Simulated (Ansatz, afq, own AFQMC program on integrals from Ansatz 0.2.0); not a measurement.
# WH+ (septet): AFQMC on the coupled-cluster ladder at distance W1–H2 = 1.644 Å, def2-TZVPP

How near does AFQMC come to the top of the ladder for WH+ (septet)?

Method: def2-TZVPP, frozen cores; program: Ansatz 0.2.0, Gaussian basis, and an in-house AFQMC program (afq) on its integrals; all values are calculated.

Plan: PBE (unrestricted); r2SCAN (unrestricted); PBE0 (unrestricted); CCSD(T) on UHF; B3LYP (unrestricted); wB97M-V (unrestricted); B2PLYP (unrestricted); CCSDT(Q) on UHF; Phaseless AFQMC, CISD trial on UHF.

3 further runs of the same task are left out: 3 that didn't finish.

## (1) The geometry

The geometry derives from a PBE0/def2-TZVP stationary point (not a proven minimum). One bond is set to the value named and the two fragments are kept rigid. No spin-orbit coupling is included. Elements past krypton take def2 core potentials.

2 atoms, charge 1, spin multiplicity 7.

Atoms are counted from 1 here; the program's logs count them from 0.

Bond lengths: W1–H2 1.644 Å.

## (2) PBE (unrestricted)

Input file in.yaml:

```yaml
crystal:
  periodic: [false, false, false]
  atoms:
    - {symbol: W, position_ang: [0.000000, 0.000000, 0.000000]}
    - {symbol: H, position_ang: [0.000000, 0.000000, 1.644000]}
basis:
  gaussian: {orbitals: def2-TZVPP}
total_charge: 1
magnetization: {spin_polarized: true, initial_magnetization: 6}
hamiltonian: {xc: {name: PBE}}
output: {orbitals: {seedname: orbitals}}
```

Run with:

```bash
$ ansatz run in.yaml --threads 1 --pin off --events-out ev --progress --plain --max-ram 5632MiB --backend cpu
```

What it wrote:

```text
Functional definition: PBE
  name "PBE"
  cite "Perdew, Burke & Ernzerhof, Phys. Rev. Lett. 77, 3865 (1996) doi:10.1103/PhysRevLett.77.3865"
  parent pbe
  parameter kappa = 0.804
  parameter beta = 0.06672455060314922
  exchange = pbe_x(kappa = kappa, mu = beta*pi^2/3)
  correlation = pbe_c(beta = beta)
394 factors; their error is unknown
mean field evaluation 1: about -1824.3252 eV, gradient 2.6e1 eV
mean field evaluation 2: about -1823.1230 eV, gradient 3.1e1 eV
mean field evaluation 4: about -1827.8192 eV, gradient 1.1e0 eV
mean field evaluation 8: about -1827.8215 eV, gradient 3.0e-2 eV
mean field -1827.82148729 eV, -67.1712007160 hartree, gradient 3.7e-5 eV, S^2 12.000680; 0 other end points of the search recorded, 0 dependent functions left out
reference -1827.82153049 eV, -67.1712023037 hartree; 10, 4 occupied and 60, 66 virtual orbitals, 394 factors
Total energy: -1827.82153049 eV, -67.1712023037 hartree
```

Run time: 0.97 s. Hardware: 1 thread of AMD EPYC 7R13 (Zen 3), shared host; peak memory 0.71 GiB.

From the report: ⟨S²⟩ of the determinant 12.001 (pure septet: 12.00).

## (3) r2SCAN (unrestricted)

in.yaml, as its differences from that of step 2:

```diff
@@ -9,3 +9,2 @@
 magnetization: {spin_polarized: true, initial_magnetization: 6}
-hamiltonian: {xc: {name: PBE}}
-output: {orbitals: {seedname: orbitals}}
+hamiltonian: {xc: {name: r2SCAN}}
```

The command is unchanged.

What it wrote:

```text
Functional definition: r2SCAN
  name "r2SCAN"
  cite "Furness, Kaplan, Ning, Perdew & Sun, J. Phys. Chem. Lett. 11, 8208 (2020) doi:10.1021/acs.jpclett.0c02405"
  cite "Furness, Kaplan, Ning, Perdew & Sun, J. Phys. Chem. Lett. 11, 9248 (2020) doi:10.1021/acs.jpclett.0c03077"
  parent r2scan
  parameter k0 = 0.174
  parameter k1 = 0.065
  parameter a1 = 4.9479
  exchange = r2scan_x(k0 = k0, k1 = k1, a1 = a1)
  correlation = r2scan_c
394 factors; their error is unknown
mean field evaluation 1: about -1825.3886 eV, gradient 2.5e1 eV
mean field evaluation 2: about -1825.6627 eV, gradient 2.4e1 eV
mean field evaluation 4: about -1828.3825 eV, gradient 8.7e-1 eV
mean field evaluation 8: about -1828.3839 eV, gradient 3.1e-2 eV
mean field -1828.38392035 eV, -67.1918697497 hartree, gradient 4.4e-5 eV, S^2 12.001788; 0 other end points of the search recorded, 0 dependent functions left out
reference -1828.38393535 eV, -67.1918703010 hartree; 10, 4 occupied and 60, 66 virtual orbitals, 394 factors
Total energy: -1828.38393535 eV, -67.1918703010 hartree
```

It took 1.9 s on 1 thread of AMD EPYC 7R13 (Zen 3), shared host; peak memory 0.71 GiB.

From the report: ⟨S²⟩ of the determinant 12.002 (pure septet: 12.00).

## (4) PBE0 (unrestricted)

in.yaml, as its differences from that of step 3:

```diff
@@ -9,2 +9,3 @@
 magnetization: {spin_polarized: true, initial_magnetization: 6}
-hamiltonian: {xc: {name: r2SCAN}}
+hamiltonian: {xc: {name: PBE0}}
+output: {orbitals: {seedname: orbitals}}
```

Same command.

What it wrote:

```text
Functional definition: PBE0
  name "PBE0"
  cite "Adamo & Barone, J. Chem. Phys. 110, 6158 (1999) doi:10.1063/1.478522"
  cite "Perdew, Burke & Ernzerhof, Phys. Rev. Lett. 77, 3865 (1996) doi:10.1103/PhysRevLett.77.3865"
  parent pbe
  parameter a = 0.25
  parameter kappa = 0.804
  parameter beta = 0.06672455060314922
  exchange = (1 - a)*pbe_x(kappa = kappa, mu = beta*pi^2/3) + a*exact_x
  correlation = pbe_c(beta = beta)
459 factors; their error is unknown
mean field evaluation 1: about -1824.5708 eV, gradient 2.3e1 eV
mean field evaluation 2: about -1825.5014 eV, gradient 1.8e1 eV
mean field evaluation 4: about -1826.9857 eV, gradient 4.7e-1 eV
mean field evaluation 8: about -1826.9981 eV, gradient 6.9e-3 eV
mean field -1826.99811582 eV, -67.1409423726 hartree, gradient 7.5e-6 eV, S^2 12.001261; 0 other end points of the search recorded, 0 dependent functions left out
reference -1826.99814834 eV, -67.1409435678 hartree; 10, 4 occupied and 60, 66 virtual orbitals, 459 factors
Total energy: -1826.99814834 eV, -67.1409435678 hartree
```

Wall time 0.97 s (1 thread of AMD EPYC 7R13 (Zen 3), shared host); peak memory 0.71 GiB.

From the report: ⟨S²⟩ of the determinant 12.001 (pure septet: 12.00).

## (5) CCSD(T) on UHF

in.yaml, as its differences from that of step 4:

```diff
@@ -9,3 +9,2 @@
 magnetization: {spin_polarized: true, initial_magnetization: 6}
-hamiltonian: {xc: {name: PBE0}}
-output: {orbitals: {seedname: orbitals}}
+correlation: {method: ccsd_t, electrons: outside_noble_gas, hamiltonian_folder: ham}
```

Run with:

```bash
$ ansatz run in.yaml --threads 1 --pin off --events-out ev --progress --plain --max-ram 16896MiB --backend cuda --devices 0, --max-vram 18GiB
```

What it wrote, shortened:

```text
Functional definition: HF
  name "HF"
  cite "Fock, Z. Phys. 61, 126 (1930) doi:10.1007/BF01340294"
  parent pbe
[...]
443 factors; integrals over basis functions are off by at most 1.2e-3 eV
[...]
mean field -1811.88146209 eV, -66.5854155943 hartree, gradient 2.0e-6 eV, S^2 12.004807; 3 other end points of the search recorded, 0 dependent functions left out
determinant -1811.88146209 eV, -66.5854155943 hartree, with singles and doubles -1813.82346144 eV, -66.6567827541 hartree
determinant -1809.64997441 eV, -66.5034099348 hartree, with singles and doubles -1811.31036146 eV, -66.5644280335 hartree
determinant -1809.33725084 eV, -66.4919175554 hartree, with singles and doubles -1811.09784390 eV, -66.5566181572 hartree
determinant -1809.24027322 eV, -66.4883536936 hartree, with singles and doubles -1810.86973346 eV, -66.5482352529 hartree
4 core orbitals not correlated: weight in the atoms' cores, before any rotation towards them, 0.997 or more for the frozen orbitals, at most 0.002 for the correlated occupied ones
reference -1811.88146209 eV, -66.5854155943 hartree; 6, 0 occupied and 60, 66 virtual orbitals, 443 factors
second order -1.69513032 eV of doubles, -0.00000000 eV of singles
cycle   1  -1.92884589 eV  change   -1.7e-1 eV  update   9.8e-3
[...]
cycle   8  -1.93394070 eV  change   -2.3e-6 eV  update   7.1e-6
perturbative correction -0.03829896 eV, -0.0014074609 hartree
Total energy: -1813.85370174 eV, -66.6578940649 hartree
```

It took 4.9 s on 1 × NVIDIA H100 80GB HBM3 with 1 thread of AMD EPYC 7R13 (Zen 3), shared host; peak host memory 0.84 GiB.

From the report: ⟨S²⟩ of the determinant 12.005 (pure septet: 12.00); correlation -1.9722 eV; T1 0.010; largest double amplitude 0.03.

This run also writes the integrals to the folder ham.

## (6) B3LYP (unrestricted)

in.yaml, as its differences from that of step 5:

```diff
@@ -9,2 +9,2 @@
 magnetization: {spin_polarized: true, initial_magnetization: 6}
-correlation: {method: ccsd_t, electrons: outside_noble_gas, hamiltonian_folder: ham}
+hamiltonian: {xc: {name: B3LYP}}
```

Run with:

```bash
$ ansatz run in.yaml --threads 1 --pin off --events-out ev --progress --plain --max-ram 5632MiB --backend cpu
```

What it wrote:

```text
Functional definition: B3LYP
  name "B3LYP"
  cite "Stephens, Devlin, Chabalowski & Frisch, J. Phys. Chem. 98, 11623 (1994) doi:10.1021/j100096a001"
  cite "Becke, Phys. Rev. A 38, 3098 (1988) doi:10.1103/PhysRevA.38.3098"
  cite "Lee, Yang & Parr, Phys. Rev. B 37, 785 (1988) doi:10.1103/PhysRevB.37.785"
  cite "Vosko, Wilk & Nusair, Can. J. Phys. 58, 1200 (1980) doi:10.1139/p80-159"
  parameter a0 = 0.2
  parameter ax = 0.72
  parameter ac = 0.81
  exchange = (1 - a0 - ax)*slater_x + ax*b88_x + a0*exact_x
  correlation = (1 - ac)*vwn_rpa_c + ac*lyp_c
439 factors; their error is unknown
mean field evaluation 1: about -1824.6575 eV, gradient 2.4e1 eV
mean field evaluation 2: about -1825.3181 eV, gradient 2.1e1 eV
mean field evaluation 4: about -1827.3681 eV, gradient 5.6e-1 eV
mean field evaluation 8: about -1827.3778 eV, gradient 5.5e-3 eV
mean field -1827.37782060 eV, -67.1548962658 hartree, gradient 6.3e-5 eV, S^2 12.000525; 0 other end points of the search recorded, 0 dependent functions left out
reference -1827.37801536 eV, -67.1549034231 hartree; 10, 4 occupied and 60, 66 virtual orbitals, 439 factors
Total energy: -1827.37801536 eV, -67.1549034231 hartree
```

It took 1.1 s on 1 thread of AMD EPYC 7R13 (Zen 3), shared host; peak memory 0.71 GiB.

From the report: ⟨S²⟩ of the determinant 12.001 (pure septet: 12.00).

## (7) wB97M-V (unrestricted)

in.yaml, as its differences from that of step 6:

```diff
@@ -9,2 +9,3 @@
 magnetization: {spin_polarized: true, initial_magnetization: 6}
-hamiltonian: {xc: {name: B3LYP}}
+hamiltonian: {xc: {name: wB97M-V}}
+output: {orbitals: {seedname: orbitals}}
```

Launched as before.

What it wrote, shortened:

```text
Functional definition: wB97M-V
  name "wB97M-V"
  cite "Mardirossian & Head-Gordon, J. Chem. Phys. 144, 214110 (2016) doi:10.1063/1.4952647"
  cite "Becke, J. Chem. Phys. 107, 8554 (1997) doi:10.1063/1.475007"
  cite "Vydrov & Van Voorhis, J. Chem. Phys. 133, 244103 (2010) doi:10.1063/1.3521275"
  # Of w^i u^j: cxij and so on, Table III.
[...]
  gx(w, u) = 1 - cx + cx01*u + cx10*w
  gss(w, u) = css00 + css04*u^4 + css10*w + css20*w^2 + css43*w^4*u^3
  gos(w, u) = cos00 + cos10*w + (cos20 + cos21*u)*w^2 + (cos60 + cos61*u)*w^6
[...]
      + integral(e_c_pw_mod_opposite_spin*gos(b97_w_opposite, b97_u_opposite)) + vv10(b, c)
399 factors; their error is unknown
96 factors; integrals over basis functions are off by at most 4.2e-5 eV
[...]
mean field -1824.42752403 eV, -67.0464748666 hartree, gradient 6.8e-5 eV, S^2 12.001766; 0 other end points of the search recorded, 0 dependent functions left out
reference -1824.42756340 eV, -67.0464763137 hartree; 10, 4 occupied and 60, 66 virtual orbitals, 399 factors
Total energy: -1824.42756340 eV, -67.0464763137 hartree
```

Run time: 3.8 s. Hardware: 1 thread of AMD EPYC 7R13 (Zen 3), shared host; peak memory 0.71 GiB.

From the report: ⟨S²⟩ of the determinant 12.002 (pure septet: 12.00).

## (8) B2PLYP (unrestricted)

in.yaml, as its differences from that of step 7:

```diff
@@ -9,3 +9,3 @@
 magnetization: {spin_polarized: true, initial_magnetization: 6}
-hamiltonian: {xc: {name: wB97M-V}}
-output: {orbitals: {seedname: orbitals}}
+hamiltonian: {xc: {name: B2PLYP}}
+correlation: {electrons: outside_noble_gas}
```

Same command.

What it wrote, shortened:

```text
Functional definition: B2PLYP
  name "B2PLYP"
  cite "Grimme, J. Chem. Phys. 124, 034108 (2006) doi:10.1063/1.2148954"
  cite "Becke, Phys. Rev. A 38, 3098 (1988) doi:10.1103/PhysRevA.38.3098"
  cite "Lee, Yang & Parr, Phys. Rev. B 37, 785 (1988) doi:10.1103/PhysRevB.37.785"
[...]
443 factors; integrals over basis functions are off by at most 1.2e-3 eV
[...]
mean field -1820.98392545 eV, -66.9199249529 hartree, gradient 1.7e-6 eV, S^2 12.001497; 0 other end points of the search recorded, 0 dependent functions left out
4 core orbitals not correlated: weight in the atoms' cores, before any rotation towards them, 0.998 or more for the frozen orbitals, at most 0.002 for the correlated occupied ones
reference -1820.98404897 eV, -66.9199294925 hartree; 6, 0 occupied and 60, 66 virtual orbitals, 443 factors
second order -2.04071051 eV of doubles, -0.00000000 eV of singles
Total energy: -1821.53504081 eV, -66.9401780691 hartree
```

It took 1.5 s on 1 thread of AMD EPYC 7R13 (Zen 3), shared host; peak memory 0.71 GiB.

From the report: ⟨S²⟩ of the determinant 12.001 (pure septet: 12.00).

## (9) CCSDT(Q) on UHF

in.yaml, as its differences from that of step 8:

```diff
@@ -9,3 +9,2 @@
 magnetization: {spin_polarized: true, initial_magnetization: 6}
-hamiltonian: {xc: {name: B2PLYP}}
-correlation: {electrons: outside_noble_gas}
+correlation: {method: ccsdt_q, electrons: outside_noble_gas}
```

Run with:

```bash
$ ansatz run in.yaml --threads 1 --pin off --events-out ev --progress --plain --max-ram 16896MiB --backend cuda --devices 0, --max-vram 18GiB
```

What it wrote, shortened:

```text
Functional definition: HF
  name "HF"
  cite "Fock, Z. Phys. 61, 126 (1930) doi:10.1007/BF01340294"
  parent pbe
[...]
829 factors; integrals over basis functions are off by at most 2.5e-7 eV
[...]
mean field -1811.88147056 eV, -66.5854159056 hartree, gradient 2.1e-6 eV, S^2 12.004807; 3 other end points of the search recorded, 0 dependent functions left out
determinant -1811.88147056 eV, -66.5854159056 hartree, with singles and doubles -1813.82346443 eV, -66.6567828640 hartree
determinant -1809.64998423 eV, -66.5034102956 hartree, with singles and doubles -1811.31036566 eV, -66.5644281878 hartree
determinant -1809.33725759 eV, -66.4919178035 hartree, with singles and doubles -1811.09784406 eV, -66.5566181628 hartree
determinant -1809.24028295 eV, -66.4883540513 hartree, with singles and doubles -1810.86973876 eV, -66.5482354478 hartree
4 core orbitals not correlated: weight in the atoms' cores, before any rotation towards them, 0.997 or more for the frozen orbitals, at most 0.002 for the correlated occupied ones
reference -1811.88147056 eV, -66.5854159056 hartree; 6, 0 occupied and 60, 66 virtual orbitals, 829 factors
second order -1.69512397 eV of doubles, -0.00000000 eV of singles
cycle   1  -1.88379025 eV  change   -1.9e-1 eV  update   3.3e-2
[...]
cycle  12  -1.97815890 eV  change    5.0e-7 eV  update   3.5e-7
perturbative correction -0.00057678 eV, -0.0000211961 hartree
Total energy: -1813.86020623 eV, -66.6581331005 hartree
```

Wall time 7.5 s (1 × NVIDIA H100 80GB HBM3 with 1 thread of AMD EPYC 7R13 (Zen 3), shared host); peak host memory 0.86 GiB.

From the report: ⟨S²⟩ of the determinant 12.005 (pure septet: 12.00); correlation -1.9787 eV; T1 0.010; largest double amplitude 0.03.

## (10) Phaseless AFQMC, CISD trial on UHF

It reads the integrals that the CCSD(T) run on this determinant wrote.

Run with:

```bash
$ afq ham --method phaseless --trial cisd --walkers 4000 --populations 20 --least-time 60 --time-step 0.005 --steps-per-block 50 --equilibration-blocks 40 --max-blocks 4000 --target-error 0.00015 --factor-cut 1e-05 --start spin_pure --seed 4240 --release-times 0.24,0.6,1.2,2,3,4.2 --release-step 0.04 --release-every 3 --taylor-order 6
```

What it wrote:

```text
orbitals 66  electrons 6 0  factors 443 of 443
reference energy -66.58541559 Eh
CCSD correlation -0.07107111 Eh in 9 cycles, weight of the determinant in the CISD state 0.9655
energy of the start -66.656485 Eh
 block  time / (1/Eh)  mean weight  energy / Eh
     1     0.250  1.0001  -66.656506
     2     0.500  1.0002  -66.656900
     3     0.750  1.0000  -66.657217
     4     1.000  0.9999  -66.657434
     5     1.250  1.0001  -66.657605
     6     1.500  0.9999  -66.657748
     7     1.750  0.9999  -66.657892
     8     2.000  1.0001  -66.658095
     9     2.250  0.9999  -66.658010
    10     2.500  1.0000  -66.658092
    11     2.750  0.9999  -66.657969
    13     3.250  1.0001  -66.658010
    15     3.750  1.0000  -66.657982
    17     4.250  0.9998  -66.657938
    19     4.750  0.9999  -66.657931
    21     5.250  0.9998  -66.657983
    23     5.750  1.0000  -66.657923
    25     6.250  1.0000  -66.658025
    27     6.750  0.9999  -66.658008
    29     7.250  1.0001  -66.658117
    31     7.750  0.9999  -66.657997
    33     8.250  1.0003  -66.657889
    35     8.750  1.0001  -66.657935
    37     9.250  0.9999  -66.657999
    39     9.750  1.0000  -66.657865
    41    10.250  0.9998  -66.658055
    43    10.750  0.9998  -66.657942
    45    11.250  0.9998  -66.657827
    47    11.750  1.0002  -66.657989
    49    12.250  1.0001  -66.658039
    51    12.750  1.0000  -66.657794
    53    13.250  0.9999  -66.657894
    55    13.750  0.9999  -66.657966
    57    14.250  1.0000  -66.658052
    59    14.750  1.0001  -66.658154
    61    15.250  1.0000  -66.658163
    63    15.750  1.0002  -66.662115
    65    16.250  1.0000  -66.657686
    67    16.750  0.9999  -66.657889
    69    17.250  1.0001  -66.657845
    71    17.750  1.0000  -66.657893
    73    18.250  0.9998  -66.657880
    75    18.750  0.9998  -66.657940
    77    19.250  1.0000  -66.657766
    79    19.750  0.9993  -66.657786
    81    20.250  1.0000  -66.657949
    83    20.750  0.9999  -66.657991
    85    21.250  0.9997  -66.658087
    87    21.750  1.0001  -66.657970
    89    22.250  1.0002  -66.657866
error from the spread of 20 populations
released: time / (1/Eh)  energy / Eh  error  mean overlap
  0.24  -66.657808  0.000212  0.9972
  0.60  -66.658030  0.000013  0.9962
  1.20  -66.658148  0.000058  0.9931
  2.00  -66.657988  0.000110  0.9888
  3.00  -66.658142  0.000026  0.9776
  4.20  -66.658473  0.000413  0.9734
energy -66.657998 +/- 0.000089 Eh
```

Run time: 63 s. Hardware: 1 × NVIDIA H100 80GB HBM3 with 2 threads of AMD EPYC 7R13 (Zen 3), shared host; peak host memory 1.5 GiB.

Energy -1813.8565 ± 0.0024 eV. Caveats: constraint bias not in the error.

## (11) AFQMC on the ladder

On the UHF determinant, counted from CCSDT(Q) (a yardstick, not exact):

| level | energy (eV) | from CCSDT(Q) (kJ/mol) | statistical error (kJ/mol) | time |
| --- | --- | --- | --- | --- |
| HF | -1811.8815 | +190.9 |  |  |
| MP2 | -1813.5766 | +27.4 |  |  |
| CCSD | -1813.8154 | +4.3 |  |  |
| CCSD(T) | -1813.8537 | +0.6 |  |  |
| CCSDT(Q) | -1813.8602 | 0.0 |  |  |
| Phaseless AFQMC, CISD trial, step 0.005, 4000 walkers | -1813.8565 | +0.4 | 0.2 | 63 s |

The functionals' totals stand on their own zeros and serve differences with other points: PBE -1827.822 eV; r2SCAN -1828.384 eV; PBE0 -1826.998 eV; B3LYP -1827.378 eV; wB97M-V -1824.428 eV; B2PLYP -1821.535 eV.

## (12) Results

| quantity | value |
| --- | --- |
| CCSD(T) on UHF from CCSDT(Q) | +0.6 kJ/mol |
| Phaseless AFQMC, CISD trial on UHF from CCSDT(Q) | +0.4 ± 0.2 kJ/mol |

In words: On UHF the phaseless walk with the CISD trial lies +0.4 kJ/mol from CCSDT(Q), within three error bars. Error bars are statistical and leave out the constraint, the time step and what remains of the start. W carries a core potential, and spin-orbit coupling is left out.
